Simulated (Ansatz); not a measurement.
Crystal: HfIn4SiO6.

```
Hf In Si O
1.0
     5.27743    0.00000    0.00000
    -2.63872    4.57039    0.00000
     0.00000    0.00000   10.55905
Hf In Si O
1 4 1 6
Cartesian
  2.6387 1.5234 0.0000
  0.0000 0.0000 3.2148
  0.0000 0.0000 7.3442
  0.0000 3.0469 8.3331
  0.0000 3.0469 2.2260
  0.0000 0.0000 0.0000
  3.2747 3.2219 9.5002
  1.4858 0.1234 1.0589
  0.8498 1.2250 9.5002
  2.0027 3.2219 1.0589
  3.7916 0.1234 9.5002
  4.4277 1.2250 1.0589
```

The cell was built by a generator and needn't be a form met in nature.

Base run:

- Program: Ansatz 0.2.0
- Functional: PBE
- Potentials or basis: all-electron LAPW, scalar-relativistic
- Cutoff: 388 eV
- Density cutoff: 1550 eV
- Basis error allowed: 0.002 eV/atom
- k mesh: 4 × 4 × 2
- Occupations: fermi-dirac, width 0.05 eV
- Spin: no spin polarisation

Its results: band gap on the k mesh 0.35 eV, indirect (least direct gap 1.71 eV); pressure 0.0 GPa; largest force 0.006 eV/Å.

Q: The run is repeated on the same cell with these changes: functional from PBE to RPBE. What comes out?

A: Band gap on the k mesh 0.38 eV, indirect (least direct gap 1.78 eV); pressure 2.2 GPa; largest force 0.198 eV/Å.

RPBE binds less tightly than PBE, so the same cell stands under more pressure.

Caveats: spin-orbit coupling is left out, which moves the levels of the heavy elements; the mesh misses the band edges, which the band path finds closer together.

Not every run made on this cell is shown here.
